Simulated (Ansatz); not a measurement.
# H₄WO₅: up Jacob's ladder to CCSD(T)

An exercise on one series of results from a longer session: the logs are not shown, and one member is left open.

Method: functionals in def2-TZVPP, the program's frozen cores in correlated methods; program: Ansatz 0.2.0, Gaussian basis.

The runs, in order: LDA (SPW92), PBE-D4, revPBE-D4, BLYP-D4, r2SCAN-D4, B97M-V, PBE0-D4, B3LYP-D4, r2SCANh-D4, r2SCAN0-D4, HSE06-D4, BHLYP-D4, CAM-B3LYP-D4, LC-ωPBE, ωB97X-V, ωB97M-V, B2PLYP, PBE-QIDH; CCSD(T)/def2-SVP; CCSD(T)/def2-TZVPP; MP2/def2-QZVPP; extrapolation to the limit; RPA on PBE.

### Structure used throughout

All runs share one geometry, relaxed beforehand with PBE0-D4 in a triple-zeta def2 set. W takes the def2 core potential; no spin-orbit term is included.

SMILES `[O]=[W]([OH])([OH])([OH])[OH]`, 10 atoms, charge 0, spin multiplicity 1.

Atoms are counted from 1 here; the program's logs count them from 0.

Bond lengths: O1–W2 1.691 Å, W2–O3 1.886 Å, W2–O4 1.931 Å, W2–O5 1.924 Å, W2–O6 1.894 Å, O3–H7 0.959 Å, O4–H8 0.962 Å, O5–H9 0.961 Å, O6–H10 0.960 Å. Angles: O1–W2–O3 102.1°, O1–W2–O4 105.6°, O1–W2–O5 108.5°, O1–W2–O6 107.5°, O3–W2–O4 90.2°, O3–W2–O5 149.3°, O3–W2–O6 92.2°, O4–W2–O5 79.4°, O4–W2–O6 145.4°, O5–W2–O6 81.1°, W2–O3–H7 127.4°, W2–O4–H8 115.3°, W2–O5–H9 114.4°, W2–O6–H10 120.4°.

Set-up of the first run:

in.yaml reads:

```yaml
crystal:
  periodic: [false, false, false]
  atoms:
    - {symbol: O, position_ang: [0.238625, -0.430470, 1.992514]}
    - {symbol: W, position_ang: [0.174385, -0.026281, 0.352221]}
    - {symbol: O, position_ang: [1.485085, -1.163796, -0.386909]}
    - {symbol: O, position_ang: [-1.219496, -1.130011, -0.401073]}
    - {symbol: O, position_ang: [-1.214091, 1.280814, 0.098381]}
    - {symbol: O, position_ang: [1.257542, 1.507157, 0.098993]}
    - {symbol: H, position_ang: [1.705755, -1.273032, -1.314151]}
    - {symbol: H, position_ang: [-1.116152, -2.075896, -0.259428]}
    - {symbol: H, position_ang: [-2.087886, 0.908950, -0.051407]}
    - {symbol: H, position_ang: [0.859233, 2.351464, -0.126141]}
basis:
  gaussian: {orbitals: def2-TZVPP}
hamiltonian: {xc: lda}
output: {orbitals: {seedname: orbitals}}
```

On the command line:

```bash
> ansatz run in.yaml --threads 4 --pin off --events-out ev --progress --plain --max-ram 11315MiB
```

Steps of the session up to this table: LDA; PBE-D4 (GGA); revPBE-D4 (GGA); BLYP-D4 (GGA); r2SCAN-D4 (meta-GGA); B97M-V (meta-GGA); B3LYP-D4 (hybrid); r2SCANh-D4 (hybrid); r2SCAN0-D4 (hybrid); HSE06-D4 (hybrid); BHLYP-D4 (hybrid); CAM-B3LYP-D4 (range-separated); LC-ωPBE (range-separated); ωB97X-V (range-separated); ωB97M-V (range-separated); B2PLYP (double hybrid); PBE-QIDH (double hybrid).

One of the session's tables, all rows but one given; the rest of the session is left out.

It belongs to the step «Orbital energies across the functionals». 

```
  functional  HOMO (eV)  LUMO (eV)  gap (eV)
 LDA (SPW92)      -7.59      -3.61      3.98
      PBE-D4      -7.36      -3.36      4.00
   revPBE-D4      -7.27      -3.26      4.01
     BLYP-D4      -7.27      -3.28      3.98
   r2SCAN-D4      -7.75      -3.29      4.46
      B97M-V      -7.83      -3.25      4.57
     PBE0-D4      -9.03      -2.59      6.44
    B3LYP-D4          ?          ?         ?
  r2SCANh-D4      -8.38      -2.99      5.38
  r2SCAN0-D4      -9.32      -2.53      6.79
    HSE06-D4      -8.62      -2.97      5.65
    BHLYP-D4     -10.65      -1.67      8.98
CAM-B3LYP-D4     -10.52      -1.51      9.01
     LC-ωPBE     -11.85      -0.27     11.58
     ωB97X-V     -11.50      -0.37     11.13
     ωB97M-V     -11.44      -0.42     11.02
```

Q: Estimate the row for B3LYP-D4 from the others.

Worked estimate for «HOMO (eV)». Against the share of exact exchange, BLYP-D4 (0, -7.27), BHLYP-D4 (0.5, -10.65) give a slope of -6.76 per unit share; at 0.2 the line stands at -8.62.

As computed: HOMO (eV): -8.77; LUMO (eV): -2.84; gap (eV): 5.93. In «HOMO (eV)» the line misses by +0.15.
